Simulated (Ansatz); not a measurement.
# C3H9InS3: the cost of one run

Method: the settings change from run to run; program: Ansatz 0.2.0, Gaussian basis.

## (1) The geometry

The structure was relaxed beforehand with PBE0-D4 in a triple-zeta def2 set. In takes a core potential in def2 sets; no spin-orbit term is included.

SMILES `C[S][In]([S]C)[S]C`, 16 atoms, charge 0, spin multiplicity 1.

Atoms are counted from 1 here; the program's logs count them from 0.

Bond lengths: C1–S2 1.822 Å, C1–H8 1.089 Å, C1–H9 1.090 Å, C1–H10 1.089 Å, S2–In3 2.373 Å, In3–S4 2.373 Å, In3–S6 2.373 Å, S4–C5 1.822 Å, C5–H11 1.089 Å, C5–H12 1.090 Å, C5–H13 1.089 Å, S6–C7 1.822 Å, C7–H14 1.089 Å, C7–H15 1.089 Å, C7–H16 1.090 Å. Angles: S2–C1–H8 111.5°, S2–C1–H9 106.4°, S2–C1–H10 111.5°, H8–C1–H9 108.7°, H8–C1–H10 109.7°, H9–C1–H10 108.7°, C1–S2–In3 100.9°, S2–In3–S4 120.0°, S2–In3–S6 120.0°, S4–In3–S6 120.0°, In3–S4–C5 100.9°, S4–C5–H11 111.5°, S4–C5–H12 106.4°, S4–C5–H13 111.5°, H11–C5–H12 108.7°, H11–C5–H13 109.7°, H12–C5–H13 108.7°, In3–S6–C7 100.9° and more.

## (2) B2PLYP/def2-mTZVP

This run has charge +1, multiplicity 2.

in.yaml

```yaml
crystal:
  periodic: [false, false, false]
  atoms:
    - {symbol: C, position_ang: [-2.764182, 1.671518, 0.380928]}
    - {symbol: S, position_ang: [-1.119168, 2.072465, -0.290910]}
    - {symbol: In, position_ang: [0.000408, 0.000084, 0.000213]}
    - {symbol: S, position_ang: [-1.145515, -1.842386, 0.961999]}
    - {symbol: C, position_ang: [0.162406, -3.110048, 0.939225]}
    - {symbol: S, position_ang: [2.265551, -0.229618, -0.670141]}
    - {symbol: C, position_ang: [2.601639, 1.438476, -1.320224]}
    - {symbol: H, position_ang: [-2.709429, 1.392704, 1.432179]}
    - {symbol: H, position_ang: [-3.363681, 2.577340, 0.289748]}
    - {symbol: H, position_ang: [-3.244637, 0.875674, -0.186264]}
    - {symbol: H, position_ang: [0.493101, -3.325398, -0.075757]}
    - {symbol: H, position_ang: [-0.276220, -4.013331, 1.363407]}
    - {symbol: H, position_ang: [1.014993, -2.815367, 1.549280]}
    - {symbol: H, position_ang: [1.958494, 1.674758, -2.166662]}
    - {symbol: H, position_ang: [2.488342, 2.198524, -0.548629]}
    - {symbol: H, position_ang: [3.637907, 1.434614, -1.658401]}
basis:
  gaussian: {orbitals: def2-mTZVP}
total_charge: 1
magnetization: {spin_polarized: true, initial_magnetization: 1}
hamiltonian: {xc: {name: B2PLYP}}
output: {forces: true}
```

The run is started by

```console
$ ansatz run in.yaml --threads 2 --pin off --events-out ev --progress --plain --max-ram 32768MiB --backend cpu
```

Q: Estimate wall time and peak memory on 2 threads of AMD EPYC 7R13, shared host.

About 2.4 min, with a peak of 1.2 GiB.
